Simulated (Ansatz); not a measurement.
# AlH6NOSSi: basis-set convergence

The task here is to estimate one member of a computed series from the others.

Computed with Ansatz 0.2.0, Gaussian basis. Level: one geometry, several basis sets.

Levels to be run: PBE0-D4/def2-SVP; ωB97M-V/def2-SVP; PBE0-D4/def2-QZVPP; ωB97M-V/def2-QZVPP; the functionals' def2-TZVPP values are taken from earlier runs.

### The relaxed structure

All runs share one geometry, relaxed beforehand with PBE0-D4 in a triple-zeta def2 set.

SMILES `[NH2][Al]([SH])[O][SiH3]`, 11 atoms, charge 0, spin multiplicity 1.

Atoms are counted from 1 here; the program's logs count them from 0.

Bond lengths: N1–Al2 1.754 Å, N1–H6 1.006 Å, N1–H7 1.006 Å, Al2–S3 2.179 Å, Al2–O4 1.682 Å, S3–H8 1.344 Å, O4–Si5 1.623 Å, Si5–H9 1.486 Å, Si5–H10 1.490 Å, Si5–H11 1.487 Å. Angles: Al2–N1–H6 125.0°, Al2–N1–H7 124.3°, H6–N1–H7 110.7°, N1–Al2–S3 120.0°, N1–Al2–O4 119.8°, S3–Al2–O4 120.2°, Al2–S3–H8 92.2°, Al2–O4–Si5 159.2°, O4–Si5–H9 110.1°, O4–Si5–H10 110.6°, O4–Si5–H11 110.1°, H9–Si5–H10 108.6°, H9–Si5–H11 108.9°, H10–Si5–H11 108.5°.

Set-up of the first run:

Contents of in.yaml:

```yaml
crystal:
  periodic: [false, false, false]
  atoms:
    - {symbol: N, position_ang: [-1.162574, 2.278123, 0.047979]}
    - {symbol: Al, position_ang: [-0.049165, 0.994496, -0.388588]}
    - {symbol: S, position_ang: [1.467382, 1.340564, -1.914716]}
    - {symbol: O, position_ang: [-0.155987, -0.501500, 0.373817]}
    - {symbol: Si, position_ang: [0.186528, -2.044888, 0.740802]}
    - {symbol: H, position_ang: [-1.168998, 3.199317, -0.356451]}
    - {symbol: H, position_ang: [-1.885749, 2.189348, 0.742213]}
    - {symbol: H, position_ang: [1.948357, 0.091028, -1.794633]}
    - {symbol: H, position_ang: [0.551011, -2.158682, 2.177360]}
    - {symbol: H, position_ang: [1.328820, -2.537593, -0.079791]}
    - {symbol: H, position_ang: [-0.994426, -2.907112, 0.472607]}
basis:
  gaussian: {orbitals: def2-SVP}
hamiltonian: {xc: pbe0, dispersion: d4}
output: {orbitals: {seedname: orbitals}}
```

Steps of the session up to this table: PBE0-D4 in def2-SVP; ωB97M-V in def2-SVP; PBE0-D4 in def2-QZVPP; ωB97M-V in def2-QZVPP.

One of the session's tables, all rows but one given; the rest of the session is left out.

It belongs to the step «Functionals by basis». 

| functional | basis | HOMO (eV) |
| --- | --- | --- |
| PBE0-D4 | def2-SVP | ? |
| PBE0-D4 | def2-TZVPP | -7.42 |
| PBE0-D4 | def2-QZVPP | -7.47 |
| ωB97M-V | def2-SVP | -9.41 |
| ωB97M-V | def2-TZVPP | -9.67 |
| ωB97M-V | def2-QZVPP | -9.72 |

Q: Estimate the row for PBE0-D4, def2-SVP from the others.

**Answer.** HOMO (eV): -7.19. In the column «HOMO (eV)» it is the highest.
